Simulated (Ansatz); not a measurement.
# Ta4NiO11 (P2/m) in Ansatz: convergence with wavefunction cutoff

Aim: find how far wavefunction cutoff must go before the results for Ta4NiO11 settle, at PBE. This setting moves, with any that are tied to it; all else stays.

All numbers are computed with Ansatz 0.2.0; they aren't measurements. Logs are shortened: lines on timing, memory, paths and dates and some standing lists are left out, and cuts for length are marked.

### 1 The crystal as given

The structure is monoclinic, space group P2/m (No. 10). Conventional cell: a = 4.771 Å, b = 5.825 Å, c = 7.518 Å, α = 90.00°, β = 105.26°, γ = 90.00°. Ta (site symmetry m) is surrounded by 4 O at 1.89 to 2.01 Å. Around Ta (site symmetry m) lie 5 O at 1.89 to 1.98 Å. Ni (site symmetry 2/m) is surrounded by 4 O at 1.94 Å. O (site symmetry 1) is surrounded by 1 Ta at 1.93 Å and 1 Ni at 1.94 Å. O (site symmetry 1) is surrounded by 2 Ta at 1.93 to 1.98 Å. O (site symmetry 2/m) is surrounded by 2 Ta at 2.01 Å. O (site symmetry 2/m) has 2 Ta at 1.89 Å as nearest neighbours. Around O (site symmetry 2/m) lie 2 Ta at 1.89 Å.

The cell was built by a generator and needn't be a form met in nature.

### 2 With wavefunction cutoff 200 eV

File input.yaml:

```yaml
crystal:
  lattice:
    - [4.77089, 0.0, 0.00513]
    - [0.0, 5.82454, 0.0]
    - [-1.98628, 0.0, 7.25051]
  atoms:
    - { symbol: Ta, position: [0.61339, 0.5, 0.76042] }
    - { symbol: Ta, position: [0.38661, 0.5, 0.23958] }
    - { symbol: Ta, position: [0.16615, 0.0, 0.79875] }
    - { symbol: Ta, position: [0.83385, 0.0, 0.20125] }
    - { symbol: Ni, position: [0.5, 0.0, 0.5], spin: 1.0 }
    - { symbol: O, position: [0.33278, 0.79913, 0.65053] }
    - { symbol: O, position: [0.66722, 0.79913, 0.34947] }
    - { symbol: O, position: [0.90047, 0.25786, 0.80718] }
    - { symbol: O, position: [0.09953, 0.25786, 0.19282] }
    - { symbol: O, position: [0.66722, 0.20087, 0.34947] }
    - { symbol: O, position: [0.33278, 0.20087, 0.65053] }
    - { symbol: O, position: [0.09953, 0.74214, 0.19282] }
    - { symbol: O, position: [0.90047, 0.74214, 0.80718] }
    - { symbol: O, position: [0.5, 0.5, 0.0] }
    - { symbol: O, position: [0.5, 0.0, 0.0] }
    - { symbol: O, position: [0.5, 0.5, 0.5] }
hamiltonian:
  xc: pbe
  pseudopotentials: { kind: paw }
magnetization:
  spin_polarized: true
kpoints:
  mp_grid: { grid: [4, 3, 3] }
scf:
  occupations: { method: fermi_dirac, width: 0.05 }
output:
  forces: true
  stress: true
  eigenvalues: true
basis:
  ecutwfc: "200 eV"
```

Potentials or basis: Ansatz PAW.

Started as:

```console
ansatz run input.yaml --threads 8 --pin off --max-ram 20480MiB --backend cpu --events-out ev --progress --plain --runs-dir out
```

The program printed:

```text
Warning: basis.ecutwfc = 200 eV is below the records' recommended 420 eV, and the density's cutoff is lower with it unless basis.ecutrho_ratio is high enough to keep the records' density cutoff: compare with a run at a higher cutoff
Warning: RAYON_NUM_THREADS=8 ignored (pool sized by the plan → 8); use --threads N
Engine: ansatz 0.2.0, aarch64-unknown-linux-gnu
Pseudopotentials: kind: paw
Pseudopotential: Ta, paw, valence charge 13, recommended cutoff 420 eV (normal), Ta.paw.azcp
Pseudopotential: Ni, paw, valence charge 18, recommended cutoff 420 eV (normal), Ni.paw.azcp
Pseudopotential: O, paw, valence charge 6, recommended cutoff 420 eV (normal), O.paw.azcp
Functional definition: PBE
  parameter kappa = 0.804
  parameter beta = 0.06672455060314922
  exchange = pbe_x(kappa = kappa, mu = beta*pi^2/3)
  correlation = pbe_c(beta = beta)
Crystal: 16 atoms, lattice volume = 201.538 Å³
Basis set: ecut = 200 eV, 1297 PW (Γ), exchange–correlation on 48×54×72 points (8 copies of the dense FFT grid, shifted against one another)
Bands: 85, of which v1, the nominal top of the filled ones, is band 68 counted from 1 (67 counted from 0)
Symmetry: 4 space group operations
Space group: P2/m (ITA 10), of the structure as read, at distance tolerance 5.9e-5 Å
Magnetic group: BNS 10.42 (UNI 49), of the structure as read, at distance tolerance 5.9e-5 Å
k-points: 14 of 36
Non-local potential: Ta, projectors of the file, l = 0: 3, l = 1: 2, l = 2: 2, l = 3: 1
Non-local potential: Ni, projectors of the file, l = 0: 3, l = 1: 2, l = 2: 3, l = 3: 1
Non-local potential: O, projectors of the file, l = 0: 2, l = 1: 2, l = 2: 1
PAW form: soft (Blöchl's): semilocal exchange-correlation on the pseudo side does not see the compensation charge
PAW one-centre angular grid: Ta, 590 points (default); XC on 64 Gauss nodes
PAW one-centre angular grid: Ni, 590 points (default); XC on 64 Gauss nodes
PAW one-centre angular grid: O, 110 points (default); XC on 64 Gauss nodes
Initial density: superposition of atomic densities (chi_scale 0.1, normalization cell, long waves kept (reshape's long-wave potential 0.08 eV rms))
Starting moments: Σ|m| = 1 μB on 1 of 16 sites
Initial wavefunctions: pseudopotential atomic-orbital guess
Functional: x = pbe(κ = 0.804, μ = 0.2195149727645171), c = pbe(β = 0.06672455060314922)
SCF iter   1: F=—  HF=-51733.280033 eV  |F-HF|=—  |Δ(HF+E_count)|=         —  Δρ=9.07e-2 (↑7.77e-2 ↓9.07e-2)  dr2=2.17e1  dr2_m=1.85e0  M=0.000 μB ∫|m|=0.103 μB  β_m=0.30  ethr=3.10e-3  ⟨swp⟩=5.0  Hψ=7936  notcnv=0  defer=40
Mixer restart at iter 1: flushing history
[... 18 lines left out ...]
SCF converged after 14 iterations
Magnetization: 0.0000 μB (68.0000 up, 68.0000 down)
Absolute magnetization: 0.0000 μB (∫|ρ↑−ρ↓|, with the PAW one-centre terms)
Spin contamination: 0.0000 ħ² per cell (⟨S²⟩ above its minimum at these occupations)
Per-site moments (μB) at R_I (Å): [(-2.3353786646499614e-8, 0.7791746507837248), (-2.3353786656323783e-8, 0.7791746507837249), (2.1716723028861863e-9, 0.7780265341883814), (2.1716722104813417e-9, 0.7780265341883813), (9.221936856273212e-7, 0.7999841063887542), (-1.77880694332676e-7, 0.7943887950734209), (-1.7788069427969674e-7, 0.7943887950734211), (-9.294474897551474e-9, 0.7972175426283135), (-9.294475012357039e-9, 0.7972175426283135), (-1.7788069430118017e-7, 0.7943887950734212), (-1.7788069431595685e-7, 0.794388795073421), (-9.294475042942014e-9, 0.7972175426283135), (-9.294475050204928e-9, 0.7972175426283135), (2.3373158738598315e-9, 0.8300775832796297), (2.2619744098987355e-8, 0.7780265341883813), (-3.450065004871446e-8, 0.7791746507837248)]
Free energy (F): -51732.345451 eV
Harris-Foulkes:  -51732.345451 eV  (|F-HF|=7.10e-9)
Internal energy: -51732.345432 eV  (E = F + TS)
E sigma→0 (E₀):  -51732.345442 eV
Entropy (-TS):   -0.000019 eV (-0.001 meV/atom)
Fermi energy:    10.042798 eV
--- Per-component energies (eV) ---
  E_band       = -1404.045495
  E_kinetic    = 3823.285805
  E_local      = -12754.177721  (includes V_loc(G=0)·N_el)
  E_nonlocal   = 1101.566462
  E_hartree    = 4921.876738
  E_xc         = -1811.106518
  E_vxc        = -2014.196529  (∫ρ·V_xc dr)
  E_paw        = -36937.371310  (= ΣΔE_a)
  E_vpaw       = -1404.550827  (= ΣTr[D̂ρ^β])
  E_aug_tail   = 0.276328  (compensation charges beyond the density's cutoff)
  E_ewald      = -10076.695218
  E_smearing   = -0.000019  (= −TS)
  E_closure    = -0.000000  (closes the sum)
  Σ components = -51732.345451   (vs F -51732.345451, Δ=0.00e0)
--- Forces (eV/Å), atoms counted from 1 ---
  atom   1  Ta    -0.83710852     0.00000000     0.13008367
  atom   2  Ta     0.83710852    -0.00000000    -0.13008367
  atom   3  Ta    -0.53708056     0.00000000     0.47872630
  atom   4  Ta     0.53708056    -0.00000000    -0.47872630
  atom   5  Ni     0.00000000     0.00000000     0.00000000
  atom   6  O     -0.02920249    -1.59728544    -0.13151881
[... 8 lines left out ...]
  atom  15  O     -0.00000000     0.00000000    -0.00000000
  atom  16  O      0.00000000     0.00000000     0.00000000
  max |Σ_I F_I| component: 1.67e-16 eV/Å
--- Stress (GPa, compression-positive) ---
        9.264527      -0.000000      -2.973925
       -0.000000       5.963690       0.000000
       -2.973924       0.000000       9.193120
  P = ⅓ Tr σ = 8.1404 GPa (81.404 kbar)
--- Band table (eV; the first three rows and the last of 28) ---
  k-point 0 ↑: bands = ["-95.1856", "-59.8909", "-59.8901", "-59.7373", "-59.7363", "-55.2629", "-55.1435", "-53.7603", "-26.2487", "-26.2182", "-26.1862", "-26.1803", "-26.1625", "-26.1503", "-26.1319", "-26.0659", "-26.0564", "-26.0207", "-26.0074", "-25.9943", "-10.9176", "-10.3064", "-10.3043", "-9.7932", "-9.7357", "-9.7046", "-9.3217", "-9.2131", "-9.1325", "-9.0953", "-8.7440", "2.7759", "2.9036", "2.9814", "3.0203", "3.1123", "3.2920", "3.3439", "3.3485", "3.7906", "4.2730", "4.3273", "4.3336", "4.4711", "4.6193", "4.8311", "5.8134", "6.0356", "6.0592", "6.0669", "6.4514", "6.4868", "6.5246", "6.6592", "6.7789", "6.8091", "6.9679", "7.1250", "7.1527", "7.6193", "7.8013", "7.8247", "8.0415", "8.3816", "8.6615", "9.1464", "9.3287", "9.4098", "10.6421", "10.8788", "11.3921", "11.5353", "12.2501", "12.4211", "12.7746", "12.8356", "13.8956", "13.9236", "14.0424", "14.2694", "14.5911", "14.8050", "14.8837", "15.0322", "15.6475"]
  k-point 1 ↑: bands = ["-95.1912", "-59.8908", "-59.8903", "-59.7373", "-59.7363", "-55.2294", "-55.1838", "-53.8120", "-26.2568", "-26.2125", "-26.1851", "-26.1754", "-26.1559", "-26.1548", "-26.1467", "-26.1018", "-26.0401", "-26.0311", "-26.0152", "-25.9941", "-10.8069", "-10.5428", "-10.1633", "-9.8128", "-9.6896", "-9.5879", "-9.3174", "-9.1927", "-9.1536", "-9.1198", "-8.9524", "2.8897", "2.9585", "2.9940", "3.0000", "3.2083", "3.2420", "3.4071", "3.6532", "3.7953", "3.9700", "4.3715", "4.3831", "4.4276", "4.5646", "5.1736", "5.5793", "5.6329", "5.8113", "5.9761", "6.2777", "6.3141", "6.3719", "6.6082", "6.6517", "6.8938", "6.9924", "7.1806", "7.2669", "7.4211", "7.6910", "7.9281", "8.1738", "8.4391", "8.5712", "9.1352", "9.2123", "9.3640", "10.7833", "10.9672", "11.3689", "11.6558", "12.4912", "12.4918", "12.8120", "13.2370", "13.4992", "13.5198", "14.0004", "14.1966", "14.4465", "14.5993", "14.8982", "15.3787", "15.7098"]
  k-point 2 ↑: bands = ["-95.1878", "-59.8909", "-59.8901", "-59.7373", "-59.7363", "-55.2937", "-55.1186", "-53.7933", "-26.2573", "-26.2202", "-26.1746", "-26.1694", "-26.1553", "-26.1332", "-26.1076", "-26.0898", "-26.0710", "-26.0380", "-26.0216", "-26.0136", "-10.7083", "-10.2948", "-10.0823", "-9.9260", "-9.7005", "-9.5635", "-9.4839", "-9.4117", "-9.2705", "-9.2287", "-8.7128", "2.7113", "2.8172", "2.9235", "2.9776", "3.2108", "3.5136", "3.6642", "3.7081", "3.9268", "4.1135", "4.2271", "4.4149", "4.6250", "5.0100", "5.1752", "5.4066", "5.5472", "5.5819", "5.9056", "6.2344", "6.3398", "6.5387", "6.6184", "6.6856", "6.8283", "6.8454", "6.8837", "7.1057", "7.5477", "7.6809", "7.9250", "8.0782", "8.1290", "8.5416", "9.1420", "9.2797", "9.3857", "10.6955", "11.5502", "11.7476", "11.8358", "12.1682", "12.4543", "12.6101", "12.6929", "13.5849", "13.5895", "13.9951", "14.2810", "14.7207", "14.8456", "14.9811", "15.1754", "15.4953"]
  k-point 13 ↓: bands = ["-95.1753", "-59.8907", "-59.8902", "-59.7368", "-59.7365", "-55.1868", "-55.1326", "-53.7304", "-26.2450", "-26.2009", "-26.1646", "-26.1569", "-26.1443", "-26.1353", "-26.1245", "-26.1006", "-26.0187", "-26.0092", "-25.9966", "-25.9870", "-10.4634", "-10.2998", "-10.1308", "-10.0136", "-9.9127", "-9.5940", "-9.4576", "-9.3080", "-9.2395", "-9.0835", "-8.8074", "2.9002", "3.0174", "3.0818", "3.1247", "3.4242", "3.5551", "3.7921", "3.9873", "4.1476", "4.2163", "4.3408", "4.4962", "4.6490", "4.7530", "4.9762", "5.4010", "5.5077", "5.7650", "5.8672", "5.9429", "6.2069", "6.3357", "6.4873", "6.7090", "6.8410", "6.9000", "7.1180", "7.2341", "7.5073", "7.6704", "7.8896", "8.1298", "8.1883", "8.6558", "9.1817", "9.3816", "9.4399", "10.5629", "11.7414", "12.0766", "12.3122", "12.4732", "12.6745", "12.9271", "13.2264", "13.2578", "13.6291", "13.8490", "13.9982", "14.3232", "14.6593", "15.0850", "15.6811", "15.8887"]
```

Wall time 3.2 s (8 threads of Arm Neoverse V2, shared host); peak memory 0.64 GiB.

What came out:

```
Free energy            : -51732.3455 eV
Pressure               : 8.1 GPa
Largest force          : 1.603 eV/Å
Band gap on the k mesh : 1.07 eV, indirect (least direct gap 1.12 eV)
Net moment             : 0.00 μB per cell
Absolute moment        : 0.00 μB per cell
```

### 3 With wavefunction cutoff 250 eV

input.yaml, as its differences from that of step 2:

```diff
@@ -36,2 +36,2 @@
 basis:
-  ecutwfc: "200 eV"
+  ecutwfc: "250 eV"
```

Potentials or basis: Ansatz PAW.

Started as:

```console
ansatz run input.yaml --threads 8 --pin off --max-ram 20480MiB --backend cpu --events-out ev --progress --plain --runs-dir out
```

Wall time 36 s (8 threads of Arm Neoverse V2, shared host); peak memory 1.6 GiB.

What came out:

```yaml
Free_energy: -51798.1267 eV
Pressure: -1.3 GPa
Largest_force: 0.269 eV/Å
Band_gap_on_the_k_mesh: 0.89 eV, indirect (least direct gap 0.96 eV)
Net_moment: 0.00 μB per cell
Absolute_moment: 0.00 μB per cell
```

### 4 With wavefunction cutoff 300 eV

input.yaml, as its differences from that of step 3:

```diff
@@ -36,2 +36,2 @@
 basis:
-  ecutwfc: "250 eV"
+  ecutwfc: "300 eV"
```

Started as:

```console
ansatz run input.yaml --threads 8 --pin off --max-ram 20480MiB --backend cpu --events-out ev --progress --plain --runs-dir out
```

It took 43 s on 8 threads of Arm Neoverse V2, shared host; peak memory 1.8 GiB.

What came out:

- Free energy: -51815.1390 eV
- Pressure: -0.3 GPa
- Largest force: 0.028 eV/Å
- Band gap on the k mesh: 0.91 eV, indirect (least direct gap 0.94 eV)
- Net moment: 0.00 μB per cell
- Absolute moment: 0.00 μB per cell

### 5 With wavefunction cutoff 350 eV

input.yaml, as its differences from that of step 4:

```diff
@@ -36,2 +36,2 @@
 basis:
-  ecutwfc: "300 eV"
+  ecutwfc: "350 eV"
```

Started as:

```console
ansatz run input.yaml --threads 8 --pin off --max-ram 20480MiB --backend cpu --events-out ev --progress --plain --runs-dir out
```

Run time: 53 s. Hardware: 8 threads of Arm Neoverse V2, shared host; peak memory 2 GiB.

Results:

```
Free energy            : -51819.3646 eV
Pressure               : 0.0 GPa
Largest force          : 0.013 eV/Å
Band gap on the k mesh : 0.94 eV, indirect (least direct gap 0.97 eV)
Net moment             : 0.00 μB per cell
Absolute moment        : 0.00 μB per cell
```

### 6 With wavefunction cutoff 400 eV

input.yaml, as its differences from that of step 5:

```diff
@@ -36,2 +36,2 @@
 basis:
-  ecutwfc: "350 eV"
+  ecutwfc: "400 eV"
```

Potentials or basis: Ansatz PAW.

Started as:

```console
ansatz run input.yaml --threads 8 --pin off --max-ram 20480MiB --backend cpu --events-out ev --progress --plain --runs-dir out
```

It took 49 s on 8 threads of Arm Neoverse V2, shared host; peak memory 2.2 GiB.

Results (log left out):

```
Free energy            : -51820.2536 eV
Pressure               : 0.0 GPa
Largest force          : 0.007 eV/Å
Band gap on the k mesh : 0.94 eV, indirect (least direct gap 0.98 eV)
Net moment             : 0.00 μB per cell
Absolute moment        : 0.00 μB per cell
```

### 7 With wavefunction cutoff 450 eV

input.yaml, as its differences from that of step 6:

```diff
@@ -36,2 +36,2 @@
 basis:
-  ecutwfc: "400 eV"
+  ecutwfc: "450 eV"
```

Started as:

```console
ansatz run input.yaml --threads 8 --pin off --max-ram 20480MiB --backend cpu --events-out ev --progress --plain --runs-dir out
```

Wall time 57 s (8 threads of Arm Neoverse V2, shared host); peak memory 2.4 GiB.

It converged, with:

```
Free energy            : -51820.3947 eV
Pressure               : 0.0 GPa
Largest force          : 0.007 eV/Å
Band gap on the k mesh : 0.94 eV, indirect (least direct gap 0.98 eV)
Net moment             : 0.00 μB per cell
Absolute moment        : 0.00 μB per cell
```

### 8 With wavefunction cutoff 500 eV

input.yaml, as its differences from that of step 7:

```diff
@@ -36,2 +36,2 @@
 basis:
-  ecutwfc: "450 eV"
+  ecutwfc: "500 eV"
```

Started as:

```console
ansatz run input.yaml --threads 8 --pin off --max-ram 20480MiB --backend cpu --events-out ev --progress --plain --runs-dir out
```

Wall time 67 s (8 threads of Arm Neoverse V2, shared host); peak memory 2.7 GiB.

Results (log left out):

- Free energy: -51820.4070 eV
- Pressure: 0.0 GPa
- Largest force: 0.007 eV/Å
- Band gap on the k mesh: 0.94 eV, indirect (least direct gap 0.98 eV)
- Net moment: 0.00 μB per cell
- Absolute moment: 0.00 μB per cell

### 9 With wavefunction cutoff 600 eV

input.yaml, as its differences from that of step 8:

```diff
@@ -36,2 +36,2 @@
 basis:
-  ecutwfc: "500 eV"
+  ecutwfc: "600 eV"
```

Potentials or basis: Ansatz PAW.

Started as:

```console
ansatz run input.yaml --threads 8 --pin off --max-ram 20480MiB --backend cpu --events-out ev --progress --plain --runs-dir out
```

Wall time 83 s (8 threads of Arm Neoverse V2, shared host); peak memory 3.3 GiB.

It converged, with:

- Free energy: -51820.4159 eV
- Pressure: 0.0 GPa
- Largest force: 0.006 eV/Å
- Band gap on the k mesh: 0.95 eV, indirect (least direct gap 0.98 eV)
- Net moment: 0.00 μB per cell
- Absolute moment: 0.00 μB per cell

### 10 With wavefunction cutoff 800 eV

input.yaml, as its differences from that of step 9:

```diff
@@ -36,2 +36,2 @@
 basis:
-  ecutwfc: "600 eV"
+  ecutwfc: "800 eV"
```

Started as:

```console
ansatz run input.yaml --threads 8 --pin off --max-ram 20480MiB --backend cpu --events-out ev --progress --plain --runs-dir out
```

It took 2.3 min on 8 threads of Arm Neoverse V2, shared host; peak memory 4.5 GiB.

It converged, with:

```yaml
Free_energy: -51820.4234 eV
Pressure: 0.0 GPa
Largest_force: 0.006 eV/Å
Band_gap_on_the_k_mesh: 0.95 eV, indirect (least direct gap 0.98 eV)
Net_moment: 0.00 μB per cell
Absolute_moment: 0.00 μB per cell
```

### 11 The series at a glance

| wavefunction cutoff | energy less the tightest run, at zero smearing (meV/atom) | pressure (GPa) | largest force (eV/Å) | gap on the mesh (eV) | SCF cycles | CPU time (s) | peak memory (GiB) |
| --- | --- | --- | --- | --- | --- | --- | --- |
| 200 eV | 5504.87 | 8.14 | 1.603 | 1.066 | 14 | 21 | 0.64 |
| 250 eV | 1393.54 | -1.29 | 0.269 | 0.886 | 52 | 280 | 1.6 |
| 300 eV | 330.28 | -0.28 | 0.028 | 0.909 | 54 | 330 | 1.8 |
| 350 eV | 66.17 | -0.03 | 0.013 | 0.937 | 52 | 410 | 2 |
| 400 eV | 10.61 | -0.01 | 0.007 | 0.943 | 49 | 380 | 2.2 |
| 450 eV | 1.79 | 0.02 | 0.007 | 0.944 | 49 | 440 | 2.4 |
| 500 eV | 1.02 | 0.02 | 0.007 | 0.945 | 48 | 520 | 2.7 |
| 600 eV | 0.46 | 0.01 | 0.006 | 0.946 | 48 | 640 | 3.3 |
| 800 eV | 0.00 | 0.01 | 0.006 | 0.946 | 51 | 1100 | 4.5 |

Against the tightest run, the energy stays within 1 meV/atom from 600 eV on; the pressure stays within 0.1 GPa from 350 eV on; the largest force stays within 0.005 eV/Å from 400 eV on; the gap on the mesh stays within 0.01 eV from 350 eV on. The tightest run that finished is the yardstick and may itself not be fully converged.

Caveats: odd divisions of the mesh miss points on the zone boundary, where band edges often lie, so the gap on the mesh can be too wide; spin-orbit coupling is left out, which moves the levels of the heavy elements; the starting moments weren't kept.
